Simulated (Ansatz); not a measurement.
# Sb (Sb, bcc): the cost of one run

Computed with Ansatz 0.2.0 (DFT r2SCAN, plane waves (500 eV) with PAW, scalar-relativistic; PBE-made PAW files, unless a step says otherwise).

**1. The system as given**

It takes space group Im-3m (No. 229, cubic). Conventional cell: a = 3.788 Å, b = 3.788 Å, c = 3.788 Å, α = 90.00°, β = 90.00°, γ = 90.00°. Sb (site symmetry m-3m) is surrounded by 8 Sb at 3.28 Å.

Structure file:

```xyz
1
Lattice="-1.8941 1.8941 1.8941 1.8941 -1.8941 1.8941 1.8941 1.8941 -1.8941" Properties=species:S:1:pos:R:3 pbc="T T T"
Sb    0.0000    0.0000    0.0000
```

**2. Geometry optimisation**

input.yaml

```yaml
crystal:
  lattice:
    - [-1.8941349331, 1.8941349331, 1.8941349331]
    - [1.8941349331, -1.8941349331, 1.8941349331]
    - [1.8941349331, 1.8941349331, -1.8941349331]
  atoms:
    - { symbol: Sb, position: [0.0, 0.0, 0.0] }
hamiltonian:
  xc: r2scan
  pseudopotentials:
    kind: paw
    azcp:
      Sb: "pseudopotentials/Sb.paw.azcp"
basis:
  ecutwfc: 500
  fft_grid_basis: typed
kpoints:
  mp_grid: { grid: [12, 12, 12], shift: [0, 0, 0] }
magnetization:
  spin_polarized: false
scf:
  occupations: { method: fermi_dirac, width: 0.1 }
relax:
  max_steps: 60
  f_tol: 0.01
  cell: {}
```

Run with:

```console
> ansatz run input.yaml --threads 1 --pin off --max-ram 3584MiB --backend cpu --events-out ev --progress --plain --runs-dir out
```

What time and memory should one allow on 1 thread of Intel Xeon Platinum 8259CL at 2.50GHz (Skylake/Cascade Lake), shared host?

About 15 s, with a peak of 0.56 GiB.
